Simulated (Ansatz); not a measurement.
# Rb3AlAs2: the cost of one run

Computed with Ansatz 0.2.0 (DFT PBE, scalar-relativistic, plane waves, PAW, unless a step's input says otherwise).

1 further run of the same task is left out (it didn't finish).

## Step 1: The structure to begin with

It takes space group P6/mmm (No. 191, hexagonal). Conventional cell: a = 5.531 Å, b = 5.531 Å, c = 8.584 Å, α = 90.00°, β = 90.00°, γ = 120.00°. Around Rb (site symmetry -6m2) lie 3 Al at 3.19 Å and 3 Rb at 3.19 Å and 6 As at 3.66 Å. Around Rb (site symmetry 6/mmm) lie 2 As at 2.49 Å. Al (site symmetry 6/mmm) is surrounded by 2 As at 1.80 Å. As (site symmetry 6mm) has 1 Al at 1.80 Å and 1 Rb at 2.49 Å in its first shell of neighbours.

Coordinates:

```
Rb Al As
1.0
     5.53144    0.00000    0.00000
    -2.76572    4.79037    0.00000
     0.00000    0.00000    8.58363
Rb Al As
3 1 2
Direct
  0.33333 0.66667 0.50000
  0.66667 0.33333 0.50000
  0.00000 0.00000 0.00000
  0.00000 0.00000 0.50000
  0.00000 0.00000 0.70934
  0.00000 0.00000 0.29066
```

A structure generator made this guess: random cell by space group and Wyckoff sites (P6/mmm, No. 191). Lengths come from tabulated atomic sizes and are only a guess.

## Step 2: A first look at the guess

Contents of input.yaml:

```yaml
crystal:
  lattice:
    - [5.53144469, 0.0, 0.0]
    - [-2.76572234, 4.79037162, 0.0]
    - [0.0, 0.0, 8.58363186]
  atoms:
    - { symbol: Rb, position: [0.33333333, 0.66666667, 0.5] }
    - { symbol: Rb, position: [0.66666667, 0.33333333, 0.5] }
    - { symbol: Rb, position: [0.0, 0.0, 0.0] }
    - { symbol: Al, position: [0.0, 0.0, 0.5] }
    - { symbol: As, position: [0.0, 0.0, 0.70934032] }
    - { symbol: As, position: [0.0, 0.0, 0.29065968] }
basis:
  ecutwfc: 420
kpoints:
  mp_grid: { grid: [6, 6, 2] }
hamiltonian:
  xc: pbe
scf:
  occupations: { method: gaussian, width: 0.1 }
  lower_state_search: "off"
output:
  forces: true
  stress: true
  eigenvalues: true
```

Launch:

```bash
$ ansatz run input.yaml --threads 1 --pin off --max-ram 2560MiB --backend cpu --events-out ev --progress --plain --runs-dir out
```

What time and memory should one allow on 1 thread of Arm Neoverse N1, shared host?

About 12 s, with a peak of 0.45 GiB.
